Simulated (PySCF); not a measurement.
**A gas-phase reaction: Cl3Ga + H2 → Cl2GaH + ClH**

Wanted: the reaction energy for `[Cl][Ga]([Cl])[Cl]` + `[H][H]` → `[Cl][GaH][Cl]` + `Cl`.

Computed with PySCF 2.14.0; each step states its level. No surroundings beyond the atoms listed, unless a continuum is named. Atoms count from 0, parts from 1.

## Step 1: Starting point

Each species was relaxed by itself at PBE0-D3(BJ)/def2-SVPD.

## Step 2: Energies of the species: wB97M-D3(BJ)/def2-TZVPD

What the job is given:

```
{"job": {"kind": "react", "xc": "wB97M-D3(BJ)", "basis": "def2-TZVPD"}, "charge": 0, "multiplicity": 1}
-1 Cl3Ga charge 0 multiplicity 1
Cl     2.073590     0.240190     0.309760
Ga    -0.012120    -0.021140    -0.015710
Cl    -1.116630    -1.390420     1.179900
Cl    -0.996850     1.087940    -1.540130

-1 H2 charge 0 multiplicity 1
H      0.380130     0.002880    -0.011000
H     -0.380130    -0.002880     0.011000

+1 Cl2GaH charge 0 multiplicity 1
Cl     0.276490     1.756570    -1.028730
Ga     0.003990    -0.165360    -0.112220
Cl    -0.085490    -0.128670     2.032450
H     -0.117590    -1.466950    -0.931330

+1 ClH charge 0 multiplicity 1
Cl     0.644700     0.002110    -0.005910
H     -0.643460    -0.000220     0.006190
```

With the program's defaults for keys left out, this is: wB97M-D3(BJ)/def2-TZVPD reaction energy of separated species, gas phase.

Launch:

```sh
OMP_NUM_THREADS=1 python cluster_run.py task.json out
```

This one command runs all jobs of the session in turn.

Log:

```text
species 1 (Cl3Ga)
coarse grid: 26368 points
cycle   1  E = -3305.7338642072  dE = -1.715e-01  |g| = 8.266e-01  |ddm| = 1.772e+00
cycle   2  E = -3305.7302278302  dE =  3.636e-03  |g| = 1.004e+00  |ddm| = 1.123e+00
cycle   3  E = -3305.8409328865  dE = -1.107e-01  |g| = 4.334e-02  |ddm| = 5.343e-01
cycle   4  E = -3305.8415048878  dE = -5.720e-04  |g| = 1.908e-02  |ddm| = 6.711e-02
cycle   5  E = -3305.8416019214  dE = -9.703e-05  |g| = 3.805e-03  |ddm| = 1.684e-02
cycle   6  E = -3305.8416103768  dE = -8.455e-06  |g| = 4.679e-04  |ddm| = 8.522e-03
final grid: 48528 points
cycle   7  E = -3305.8414997578  dE = -2.529e-07  |g| = 2.008e-04  |ddm| = 1.539e-03
cycle   8  E = -3305.8414997864  dE = -2.855e-08  |g| = 1.230e-04  |ddm| = 3.934e-04
cycle   9  E = -3305.8414997908  dE = -4.439e-09  |g| = 6.575e-05  |ddm| = 1.025e-04
cycle  10  E = -3305.8414997925  dE = -1.618e-09  |g| = 2.254e-05  |ddm| = 9.388e-05
cycle  11  E = -3305.8414997926  dE = -1.423e-10  |g| = 2.745e-06  |ddm| = 2.523e-05
converged SCF energy = -3305.8414997926

species 2 (H2)
coarse grid: 4944 points
cycle   1  E = -1.1694184939  dE = -2.751e-01  |g| = 9.865e-03  |ddm| = 4.504e-01
cycle   2  E = -1.1694527371  dE = -3.424e-05  |g| = 1.161e-03  |ddm| = 9.676e-03
cycle   3  E = -1.1694534193  dE = -6.822e-07  |g| = 1.815e-04  |ddm| = 1.918e-03
final grid: 10744 points
cycle   4  E = -1.1694520857  dE = -2.406e-08  |g| = 4.113e-05  |ddm| = 3.869e-04
cycle   5  E = -1.1694520870  dE = -1.269e-09  |g| = 9.626e-06  |ddm| = 9.173e-05
cycle   6  E = -1.1694520870  dE = -7.524e-11  |g| = 3.020e-07  |ddm| = 2.872e-05
converged SCF energy = -1.1694520870

species 3 (Cl2GaH)
coarse grid: 22520 points
cycle   1  E = -2846.0247077323  dE = -3.694e-01  |g| = 7.655e-01  |ddm| = 1.540e+00
cycle   2  E = -2846.0319516521  dE = -7.244e-03  |g| = 9.038e-01  |ddm| = 9.941e-01
cycle   3  E = -2846.1151001876  dE = -8.315e-02  |g| = 4.372e-02  |ddm| = 4.742e-01
cycle   4  E = -2846.1157007474  dE = -6.006e-04  |g| = 1.983e-02  |ddm| = 6.908e-02
cycle   5  E = -2846.1158023487  dE = -1.016e-04  |g| = 4.135e-03  |ddm| = 2.059e-02
cycle   6  E = -2846.1158123728  dE = -1.002e-05  |g| = 5.879e-04  |ddm| = 1.003e-02
cycle   7  E = -2846.1158127154  dE = -3.427e-07  |g| = 1.677e-04  |ddm| = 1.506e-03
final grid: 42160 points
cycle   8  E = -2846.1157457983  dE = -5.085e-08  |g| = 1.294e-04  |ddm| = 7.460e-04
cycle   9  E = -2846.1157458016  dE = -3.311e-09  |g| = 1.138e-04  |ddm| = 1.660e-04
cycle  10  E = -2846.1157458030  dE = -1.423e-09  |g| = 2.524e-05  |ddm| = 6.487e-05
cycle  11  E = -2846.1157458032  dE = -2.251e-10  |g| = 8.147e-06  |ddm| = 3.332e-05
converged SCF energy = -2846.1157458032

species 4 (ClH)
coarse grid: 8792 points
cycle   1  E = -460.8503331641  dE = -8.165e-02  |g| = 2.169e-01  |ddm| = 7.239e-01
cycle   2  E = -460.8625127139  dE = -1.218e-02  |g| = 1.397e-01  |ddm| = 2.651e-01
cycle   3  E = -460.8670521326  dE = -4.539e-03  |g| = 1.358e-02  |ddm| = 9.818e-02
cycle   4  E = -460.8670932156  dE = -4.108e-05  |g| = 3.364e-03  |ddm| = 9.545e-03
cycle   5  E = -460.8670994641  dE = -6.248e-06  |g| = 8.516e-04  |ddm| = 3.915e-03
final grid: 17120 points
cycle   6  E = -460.8670682068  dE = -3.716e-07  |g| = 3.676e-04  |ddm| = 8.892e-04
cycle   7  E = -460.8670682531  dE = -4.627e-08  |g| = 1.618e-04  |ddm| = 3.981e-04
cycle   8  E = -460.8670682596  dE = -6.571e-09  |g| = 4.221e-05  |ddm| = 1.295e-04
cycle   9  E = -460.8670682609  dE = -1.316e-09  |g| = 3.975e-06  |ddm| = 6.531e-05
cycle  10  E = -460.8670682610  dE = -5.571e-12  |g| = 8.166e-07  |ddm| = 3.313e-06
converged SCF energy = -460.8670682610

Reaction energy = 18.107 kcal/mol
```

Wall time 21 s (1 thread of Arm Neoverse V1, shared host); peak memory 0.66 GiB.

Species by species (with the dispersion term, which the log's SCF energies lack):

| ν | species | energy (Eh) | HOMO (eV) |
| --- | --- | --- | --- |
| -1 | [Cl][Ga]([Cl])[Cl] | -3305.84553 | -11.84 |
| -1 | [H][H] | -1.16967 | -14.48 |
| +1 | [Cl][GaH][Cl] | -2846.11872 | -11.50 |
| +1 | Cl | -460.86761 | -11.93 |

## Step 3: Reaction energy: PBE0-D3(BJ)/def2-TZVPD

Settings changed since step 2:

```diff
@@ -1,2 +1,2 @@
-{"job": {"kind": "react", "xc": "wB97M-D3(BJ)", "basis": "def2-TZVPD"}, "charge": 0, "multiplicity": 1}
+{"job": {"kind": "react", "xc": "PBE0", "basis": "def2-TZVPD", "disp": "d3bj"}, "charge": 0, "multiplicity": 1}
 -1 Cl3Ga charge 0 multiplicity 1
```

With the program's defaults for keys left out, this is: PBE0-D3(BJ)/def2-TZVPD reaction energy of separated species, gas phase.

Log:

```text
species 1 (Cl3Ga)
coarse grid: 26368 points
cycle   1  E = -3304.8563670192  dE = -1.402e-01  |g| = 8.851e-01  |ddm| = 1.847e+00
cycle   2  E = -3304.7223462876  dE =  1.340e-01  |g| = 1.352e+00  |ddm| = 1.446e+00
cycle   3  E = -3304.9612292784  dE = -2.389e-01  |g| = 6.003e-02  |ddm| = 8.936e-01
cycle   4  E = -3304.9616657477  dE = -4.365e-04  |g| = 3.290e-02  |ddm| = 5.438e-02
cycle   5  E = -3304.9619729792  dE = -3.072e-04  |g| = 3.823e-03  |ddm| = 2.990e-02
cycle   6  E = -3304.9619768400  dE = -3.861e-06  |g| = 1.461e-03  |ddm| = 4.751e-03
final grid: 48528 points
cycle   7  E = -3304.9619354924  dE = -1.348e-07  |g| = 1.254e-03  |ddm| = 2.390e-03
cycle   8  E = -3304.9619355403  dE = -4.789e-08  |g| = 1.093e-03  |ddm| = 1.931e-03
cycle   9  E = -3304.9619357331  dE = -1.927e-07  |g| = 1.230e-04  |ddm| = 9.595e-04
cycle  10  E = -3304.9619357370  dE = -3.944e-09  |g| = 2.015e-05  |ddm| = 9.354e-05
cycle  11  E = -3304.9619357370  dE = -2.910e-11  |g| = 1.548e-06  |ddm| = 9.478e-06
converged SCF energy = -3304.9619357370

species 2 (H2)
coarse grid: 1240 points
cycle   1  E = -1.1670617501  dE = -2.327e-01  |g| = 2.266e-02  |ddm| = 4.588e-01
cycle   2  E = -1.1672491956  dE = -1.874e-04  |g| = 3.233e-03  |ddm| = 1.896e-02
cycle   3  E = -1.1672536517  dE = -4.456e-06  |g| = 9.769e-05  |ddm| = 2.761e-03
final grid: 10744 points
cycle   4  E = -1.1681371793  dE = -1.928e-06  |g| = 2.739e-04  |ddm| = 1.570e-03
cycle   5  E = -1.1681372075  dE = -2.826e-08  |g| = 3.988e-05  |ddm| = 2.445e-04
cycle   6  E = -1.1681372082  dE = -6.314e-10  |g| = 1.261e-06  |ddm| = 3.103e-05
converged SCF energy = -1.1681372082

species 3 (Cl2GaH)
coarse grid: 22520 points
cycle   1  E = -2845.3470104132  dE = -3.300e-01  |g| = 8.261e-01  |ddm| = 1.628e+00
cycle   2  E = -2845.2477447284  dE =  9.927e-02  |g| = 1.220e+00  |ddm| = 1.259e+00
cycle   3  E = -2845.4344888410  dE = -1.867e-01  |g| = 4.532e-02  |ddm| = 7.641e-01
cycle   4  E = -2845.4347041650  dE = -2.153e-04  |g| = 2.500e-02  |ddm| = 4.073e-02
cycle   5  E = -2845.4348818162  dE = -1.777e-04  |g| = 3.144e-03  |ddm| = 2.310e-02
cycle   6  E = -2845.4348845537  dE = -2.738e-06  |g| = 1.018e-03  |ddm| = 3.736e-03
final grid: 42160 points
cycle   7  E = -2845.4348448087  dE = -6.130e-08  |g| = 9.282e-04  |ddm| = 1.713e-03
cycle   8  E = -2845.4348448315  dE = -2.274e-08  |g| = 8.763e-04  |ddm| = 1.436e-03
cycle   9  E = -2845.4348449558  dE = -1.243e-07  |g| = 7.178e-05  |ddm| = 6.947e-04
cycle  10  E = -2845.4348449564  dE = -6.380e-10  |g| = 3.187e-06  |ddm| = 3.501e-05
converged SCF energy = -2845.4348449564

species 4 (ClH)
coarse grid: 2248 points
cycle   1  E = -460.6537840067  dE = -4.644e-02  |g| = 1.882e-01  |ddm| = 7.411e-01
cycle   2  E = -460.6558527524  dE = -2.069e-03  |g| = 1.902e-01  |ddm| = 3.151e-01
cycle   3  E = -460.6653815550  dE = -9.529e-03  |g| = 1.506e-02  |ddm| = 1.513e-01
cycle   4  E = -460.6654036122  dE = -2.206e-05  |g| = 2.693e-03  |ddm| = 7.323e-03
cycle   5  E = -460.6654051600  dE = -1.548e-06  |g| = 1.111e-03  |ddm| = 2.553e-03
final grid: 17120 points
cycle   6  E = -460.6658903195  dE = -4.429e-06  |g| = 2.164e-03  |ddm| = 7.338e-03
cycle   7  E = -460.6658903490  dE = -2.953e-08  |g| = 1.795e-03  |ddm| = 2.512e-03
cycle   8  E = -460.6658909666  dE = -6.176e-07  |g| = 1.533e-04  |ddm| = 1.363e-03
cycle   9  E = -460.6658909735  dE = -6.901e-09  |g| = 2.148e-05  |ddm| = 1.086e-04
cycle  10  E = -460.6658909736  dE = -1.003e-10  |g| = 4.933e-06  |ddm| = 1.681e-05
converged SCF energy = -460.6658909736

Reaction energy = 19.153 kcal/mol
```

Run time: 11 s. Hardware: 1 thread of Arm Neoverse V1, shared host; peak memory 0.63 GiB.

Reaction energy at this level: 19.15 kcal/mol.

## Step 4: Reaction energy: MP2/def2-TZVPD

Settings changed since step 3:

```diff
@@ -1,2 +1,2 @@
-{"job": {"kind": "react", "xc": "PBE0", "basis": "def2-TZVPD", "disp": "d3bj"}, "charge": 0, "multiplicity": 1}
+{"job": {"kind": "react", "xc": "MP2", "basis": "def2-TZVPD"}, "charge": 0, "multiplicity": 1}
 -1 Cl3Ga charge 0 multiplicity 1
```

Level: MP2/def2-TZVPD reaction energy of separated species, gas phase.

Log:

```text
species 1 (Cl3Ga)
final grid: 48528 points
cycle   1  E = -3301.8977320771  dE = -2.075e-01  |g| = 5.547e-01  |ddm| = 1.755e+00
cycle   2  E = -3301.9462224846  dE = -4.849e-02  |g| = 4.461e-01  |ddm| = 6.885e-01
cycle   3  E = -3301.9716799433  dE = -2.546e-02  |g| = 3.838e-02  |ddm| = 2.559e-01
cycle   4  E = -3301.9722536745  dE = -5.737e-04  |g| = 1.757e-02  |ddm| = 6.382e-02
cycle   5  E = -3301.9723480110  dE = -9.434e-05  |g| = 3.831e-03  |ddm| = 2.006e-02
cycle   6  E = -3301.9723549134  dE = -6.902e-06  |g| = 6.585e-04  |ddm| = 6.261e-03
cycle   7  E = -3301.9723552227  dE = -3.093e-07  |g| = 1.656e-04  |ddm| = 9.546e-04
cycle   8  E = -3301.9723552435  dE = -2.084e-08  |g| = 3.003e-05  |ddm| = 2.732e-04
cycle   9  E = -3301.9723552443  dE = -7.376e-10  |g| = 5.753e-06  |ddm| = 5.326e-05
converged SCF energy = -3301.9723552443

species 2 (H2)
final grid: 10744 points
cycle   1  E = -1.1312981670  dE = -3.213e-01  |g| = 4.426e-02  |ddm| = 4.479e-01
cycle   2  E = -1.1322329556  dE = -9.348e-04  |g| = 7.183e-03  |ddm| = 3.751e-02
cycle   3  E = -1.1322676558  dE = -3.470e-05  |g| = 8.111e-04  |ddm| = 1.078e-02
cycle   4  E = -1.1322680708  dE = -4.150e-07  |g| = 2.771e-05  |ddm| = 1.627e-03
cycle   5  E = -1.1322680713  dE = -4.855e-10  |g| = 2.610e-06  |ddm| = 6.834e-05
converged SCF energy = -1.1322680713

species 3 (Cl2GaH)
final grid: 42160 points
cycle   1  E = -2842.9111377962  dE = -4.230e-01  |g| = 4.898e-01  |ddm| = 1.516e+00
cycle   2  E = -2842.9582480593  dE = -4.711e-02  |g| = 3.757e-01  |ddm| = 6.150e-01
cycle   3  E = -2842.9747915578  dE = -1.654e-02  |g| = 4.032e-02  |ddm| = 2.260e-01
cycle   4  E = -2842.9754708127  dE = -6.793e-04  |g| = 1.741e-02  |ddm| = 7.452e-02
cycle   5  E = -2842.9755717135  dE = -1.009e-04  |g| = 3.849e-03  |ddm| = 2.408e-02
cycle   6  E = -2842.9755794004  dE = -7.687e-06  |g| = 8.848e-04  |ddm| = 6.752e-03
cycle   7  E = -2842.9755800974  dE = -6.970e-07  |g| = 2.629e-04  |ddm| = 1.583e-03
cycle   8  E = -2842.9755801588  dE = -6.138e-08  |g| = 6.614e-05  |ddm| = 5.415e-04
cycle   9  E = -2842.9755801613  dE = -2.590e-09  |g| = 1.533e-05  |ddm| = 1.101e-04
cycle  10  E = -2842.9755801615  dE = -1.646e-10  |g| = 3.134e-06  |ddm| = 3.243e-05
converged SCF energy = -2842.9755801615

species 4 (ClH)
final grid: 17120 points
cycle   1  E = -460.0817350190  dE = -1.009e-01  |g| = 2.132e-01  |ddm| = 7.101e-01
cycle   2  E = -460.0969050990  dE = -1.517e-02  |g| = 8.401e-02  |ddm| = 2.053e-01
cycle   3  E = -460.0986384758  dE = -1.733e-03  |g| = 1.826e-02  |ddm| = 5.472e-02
cycle   4  E = -460.0988470423  dE = -2.086e-04  |g| = 6.315e-03  |ddm| = 1.638e-02
cycle   5  E = -460.0988770422  dE = -3.000e-05  |g| = 1.289e-03  |ddm| = 7.398e-03
cycle   6  E = -460.0988782583  dE = -1.216e-06  |g| = 2.808e-04  |ddm| = 1.659e-03
cycle   7  E = -460.0988783115  dE = -5.327e-08  |g| = 4.150e-05  |ddm| = 4.895e-04
cycle   8  E = -460.0988783123  dE = -7.324e-10  |g| = 7.806e-06  |ddm| = 6.177e-05
converged SCF energy = -460.0988783123

Reaction energy = 23.344 kcal/mol
```

Wall time 6.7 s (1 thread of Arm Neoverse V1, shared host); peak memory 0.54 GiB.

Reaction energy at this level: 23.34 kcal/mol.

## Step 5: Side by side

Energies in kcal/mol, with wall time:

| run | reaction | time |
| --- | --- | --- |
| wB97M-D3(BJ)/def2-TZVPD | 18.11 | 21 s |
| PBE0-D3(BJ)/def2-TZVPD | 19.15 | 11 s |
| MP2/def2-TZVPD | 23.34 | 6.7 s |

## Step 6: What came out

```
                                                quantity                    value
               reaction energy (wB97M-D3(BJ)/def2-TZVPD)           18.11 kcal/mol
                     ΔH, ΔG at 298 K (xTB thermal terms)    +18.4, +16.2 kcal/mol
range of the reaction energy over the runs of this table  18.11 to 23.34 kcal/mol
```

What this shows: The reaction is endothermic by 18.4 kcal/mol in the gas phase; dispersion gives +0.45, and xTB itself gave 25.09 for the electronic energy (xTB energies and thermal terms come from the earlier relaxation of each species, not shown). No barrier was sought. The reaction energy runs from 18.11 (wB97M-D3(BJ)/def2-TZVPD) to 23.34 kcal/mol (MP2/def2-TZVPD).
